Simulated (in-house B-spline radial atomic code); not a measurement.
# Rh³⁺: ionisation energy by several methods

The task here is to estimate one member of a computed series from the others.

The numbers are computed with in-house B-spline radial atomic code version 1 (scalar-relativistic (X2C), several functionals, spin-polarised, exact exchange averaged over the configuration; spherical all-electron atom at the radial basis limit), except any that are marked as measured or tabulated.

## The system

```
element       : rhodium (Z = 45)
charge        : +3
electrons     : 42
configuration : [Kr] 4d6
nucleus       : Fermi, rms radius 4.495 fm
```

The outer shells:

[Kr] 4d6
```
[Kr] core
4d [↑↓][↑ ][↑ ][↑ ][↑ ]
```

Where spins are not typed, each open shell is filled with up spins first.

The first run:

Input settings:

```ini
Z = 45
electrons = 42.0
configuration = [Kr] 4d6
hamiltonian = x2c
method = wb97x
spin_polarised = True
nucleus = fermi
rms_radius = 4.4945
mass_number = 103
atomic_mass = 102.905494081
speed_of_light = 137.035999084
exact_exchange = averaged over the configuration
```

Launch:

```
$ python run_scf.py task.json out
```

task.json lists these runs, among others, and the program works through them in turn.

Steps of the session up to this table: ωB97X, a range-separated hybrid; r2SCAN0, a global hybrid; LC-ωPBE, a range-separated hybrid; M06-2X, a global hybrid; PBE0, a global hybrid; CAM-B3LYP, a range-separated hybrid.

One of the session's tables, all rows but one given; the rest of the session is left out.

```
   method  ΔSCF (eV)
  r2SCAN0     43.846
   M06-2X     45.303
     PBE0          ?
    ωB97X     44.559
  LC-ωPBE     44.529
CAM-B3LYP     44.732
```

Q: Estimate the row for PBE0 from the others.

The run gave: ΔSCF (eV): 44.453. In the column «ΔSCF (eV)» it lies between r2SCAN0 (43.846) and LC-ωPBE (44.529).
